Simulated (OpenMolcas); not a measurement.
# B86PBE/ANO-R2 (DKH4, RICD fitting) run of PbTe (SMILES [Te][Pb])

What is the energy change on altering one bond length of PbTe at B86PBE/ANO-R2 (DKH4, RICD fitting)? 

Program for the calculation: OpenMolcas 26.06.

## Step 1: The molecule

The species is PbTe (2 atoms), meant as a singlet with charge 0. As SMILES, `[Te][Pb]`. Geometry: a GFN2-xTB relaxation, a rough one for these elements and not checked as a minimum.

Bond lengths: Te1–Pb2 2.572 Å.

## Step 2: Energy and gradient at B86PBE/ANO-R2 (DKH4, RICD fitting)

coord.xyz

```xyz
2

Te     0.000000     0.000000     0.000000
Pb     0.000000     0.000000     2.571910
```

job.inp

```
* PbTe Kohn-Sham DFT
>>> EXPORT MOLCAS_PRINT=2

&GATEWAY
  Coord = coord.xyz
  Basis = ANO-R2
  Group = NoSym
  RICD

&SEWARD
  Relativistic = R04O02
  Expert

&SCF
  KSDFT = B86PBE
  PrOrbitals = 1 1

&ALASKA
```

On the command line:

```bash
$ export MOLCAS_MEM=1860
$ pymolcas job.inp > job.log
```

The log of the run:

```text
--- Start Module: gateway ---
[...]
--- Stop Module: gateway /rc=_RC_ALL_IS_WELL_ ---
[...]
 ###    WARNING:  EXPERT option is ON!                                       ###
 ###############################################################################
               SEWARD will generate:
[...]
      Basis functions          152
[...]
--- Start Module: scf ---
[...]
       Convergence after  15 Iterations
[...]
::    Total KS-DFT energy                          -27678.1110946433
[...]
      Total spin, S                                     0.0000000000
[...]
      Total electronic charge=  134.000000
      Total            charge=   -0.000000
[...]
      Dipole Moment (debye):
      Origin of the operator (angstrom)=    0.0000    0.0000    1.5831
                   X= -8.9211E-10               Y=  6.2128E-12               Z=  2.9178E+00           Total=  2.9178E+00
      Quadrupole Moment (debye*angstrom):
[...]
--- Stop Module: scf /rc=_RC_ALL_IS_WELL_ ---
[...]
--- Start Module: alaska ---
[...]
 *              Molecular gradients               *
 **************************************************
  Irreducible representation: a
 ------------------------------------------------------------------------------------------
                              X                       Y                       Z
 ------------------------------------------------------------------------------------------
  TE1              -3.89617982957546E-12   -4.25013077619529E-13    1.83271832876244E-02
  PB2               3.89617858274420E-12    4.25018552840397E-13   -1.83271832874539E-02
 ------------------------------------------------------------------------------------------
--- Stop Module: alaska /rc=_RC_ALL_IS_WELL_ ---
[...]
```

It took 1.8 min on 1 thread of Arm Neoverse V2, shared host; peak memory 0.51 GiB.

## Step 3: The distorted shape, same level

coord.xyz

```xyz
2

Te     0.000000     0.000000    -1.285990
Pb     0.000000     0.000000     2.571910
```

job.inp

```
* PbTe Kohn-Sham DFT

&GATEWAY
  COORD=coord.xyz
  BASIS=ANO-R2
  GROUP=NoSym
  RICD

&SEWARD
  RELATIVISTIC=R04O02
  EXPERT

&SCF
  KSDFT=B86PBE
  PRORBITALS=1 1

&ALASKA
```

On the command line:

```bash
$ export MOLCAS_MEM=1860
$ pymolcas job.inp > job.log
```

The log of the run:

```text
--- Start Module: gateway ---
[...]
--- Stop Module: gateway /rc=_RC_ALL_IS_WELL_ ---
[...]
 ###    WARNING:  EXPERT option is ON!                                       ###
 ###############################################################################
               SEWARD will generate:
[...]
      Basis functions          152
[...]
--- Start Module: scf ---
[...]
       Convergence after  42 Iterations
[...]
::    Total KS-DFT energy                          -27678.0116278089
[...]
      Total spin, S                                     0.0000000000
[...]
      Total electronic charge=  134.000000
      Total            charge=   -0.000000
[...]
      Dipole Moment (debye):
      Origin of the operator (angstrom)=    0.0000    0.0000    1.0887
                   X=  3.8483E-10               Y=  6.8234E-14               Z=  5.9862E+00           Total=  5.9862E+00
      Quadrupole Moment (debye*angstrom):
[...]
--- Stop Module: scf /rc=_RC_ALL_IS_WELL_ ---
[...]
--- Start Module: alaska ---
[...]
 *              Molecular gradients               *
 **************************************************
  Irreducible representation: a
 ------------------------------------------------------------------------------------------
                              X                       Y                       Z
 ------------------------------------------------------------------------------------------
  TE1              -7.77887895736668E-13    2.18413046768309E-15   -4.09507767721493E-02
  PB2               7.77888830867452E-13   -2.18521636388754E-15    4.09507767720072E-02
 ------------------------------------------------------------------------------------------
--- Stop Module: alaska /rc=_RC_ALL_IS_WELL_ ---
[...]
```

It took 1.9 min on 1 thread of Arm Neoverse V2, shared host; peak memory 0.51 GiB.

## Step 4: Outcome

Level: B86PBE/ANO-R2 (DKH4, RICD fitting).

| quantity | value |
| --- | --- |
| first shape: total energy | -27678.11109 Eh |
| first shape: dipole moment | 2.92 D |
| first shape: HOMO energy | -5.64 eV |
| first shape: LUMO energy | -3.14 eV |
| first shape: HOMO–LUMO gap | 2.50 eV |
| first shape: largest force on an atom | 0.942 eV/Å |
| distorted shape: total energy | -27678.01163 Eh |
| distorted shape: dipole moment | 5.99 D |
| distorted shape: HOMO energy | -4.74 eV |
| distorted shape: LUMO energy | -4.26 eV |
| distorted shape: HOMO–LUMO gap | 0.49 eV |
| distorted shape: largest force on an atom | 2.106 eV/Å |
| energy change with the Te1–Pb2 bond stretched from 2.572 to 3.858 Å | 2.707 eV |

With the Te1–Pb2 bond stretched from 2.572 to 3.858 Å the energy rises by 2.71 eV (62 kcal/mol). The first shape isn't relaxed at this level, so the change isn't measured from a minimum. A restricted reference can't describe the breaking bond well at this length. The largest force (first shape) is 0.94 eV/Å: the shape isn't a stationary point for this species at this level.
